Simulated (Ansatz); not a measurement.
**ScB2: how the settings move a single-point run**

How sensitive is a single-point run of ScB2 to its settings? A reference run comes first, then one run with altered input.

Program: Ansatz 0.2.0. Level of theory: reference: DFT, LDA, all-electron PAW with datasets made for the crystal, scalar-relativistic. These are calculated values, not measurements.

### 1 The structure to begin with

It takes space group Cmmm (No. 65, orthorhombic). Conventional cell: a = 3.150 Å, b = 5.456 Å, c = 3.520 Å, α = 90.00°, β = 90.00°, γ = 90.00°. Sc (site symmetry mmm) has 12 B at 2.51 to 2.57 Å as nearest neighbours. B (site symmetry m2m) is surrounded by 3 B at 1.71 to 1.88 Å.

Structure file:

```cif
data_structure
_symmetry_space_group_name_H-M 'P 1'
_symmetry_Int_Tables_number 1
_cell_length_a 3.1500
_cell_length_b 3.1500
_cell_length_c 3.5200
_cell_angle_alpha 90.000
_cell_angle_beta 90.000
_cell_angle_gamma 120.000
_cell_volume 30.25
loop_
_atom_site_label
_atom_site_type_symbol
_atom_site_fract_x
_atom_site_fract_y
_atom_site_fract_z
_atom_site_occupancy
Sc1 Sc 0.00000 0.00000 0.00000 1
B1 B 0.31333 0.65667 0.50000 1
B2 B 0.68667 0.34333 0.50000 1
```

### 2 Reference

Contents of input.yaml:

```yaml
crystal:
  lattice:
    - [3.15, 0.0, 0.0]
    - [-1.575, 2.7279800219, 0.0]
    - [0.0, 0.0, 3.52]
  atoms:
    - { symbol: Sc, position: [0.0, 0.0, 0.0] }
    - { symbol: B, position: [0.3133333333, 0.6566666667, 0.5] }
    - { symbol: B, position: [0.6866666667, 0.3433333333, 0.5] }
kpoints:
  mp_grid: { grid: [11, 11, 9] }
scf:
  occupations: { method: fermi_dirac, width: 0.05 }
hamiltonian:
  xc: lda
  pseudopotentials: { kind: all_electron, datasets: crystal }
output:
  forces: true
  stress: true
  eigenvalues: true
  efg: { contact_densities: true }
```

Run with:

```sh
ansatz run input.yaml --threads 1 --pin off --max-ram 3072MiB --backend cpu --events-out ev --progress --plain --runs-dir out
```

### 3 Variant: dr2_threshold 1.0e-06, xc r2scan, xc_grid 4

Changes to input.yaml since step 2:

```diff
@@ -13,4 +13,5 @@
   occupations: { method: fermi_dirac, width: 0.05 }
+  convergence: { dr2_threshold: 1.0e-06 }
 hamiltonian:
-  xc: lda
+  xc: r2scan
   pseudopotentials: { kind: all_electron, datasets: crystal }
@@ -21 +22,3 @@
   efg: { contact_densities: true }
+basis:
+  xc_grid: 4
```

What does the calculation give? Wanted: for each run, ending; energy change; pressure; gap; force.

As calculated:

| run | ending | energy change | pressure (GPa) | gap (eV) | force (eV/Å) | cycles | time |
| --- | --- | --- | --- | --- | --- | --- | --- |
| reference | converged | - | -8.9 | 0.00 | 1.43 | 9 | 15 s |
| 1: dr2_threshold 1.0e-06, xc r2scan, xc_grid 4 | converged | not comparable | 0.2 | 0.00 | 1.53 | 9 | 28 s |

Residual by cycle in the longest SCF loop of each run; runs are numbered as in the table. The quantity is the density residual dr2, in eV.

| cycle | reference | run 1 |
| --- | --- | --- |
| 1 | 4.31 | 4.02 |
| 2 | 1.12 | 1.37 |
| 3 | 0.212 | 0.469 |
| 4 | 0.0073 | 0.00367 |
| 5 | 0.00304 | 0.0123 |
| 6 | 9.9e-5 | 0.00355 |
| 7 | 1.0e-5 | 3.7e-5 |
| 8 | 1.0e-6 | 5.7e-7 |
| 9 | 2.7e-8 | 7.1e-8 |

What this shows: After a change of functional the difference of the totals has no physical meaning; the pressure goes from -8.9 to 0.2 GPa and the largest force goes from 1.43 to 1.53 eV/Å. The numerical grids changed too. Cost: 28 s against 15 s.
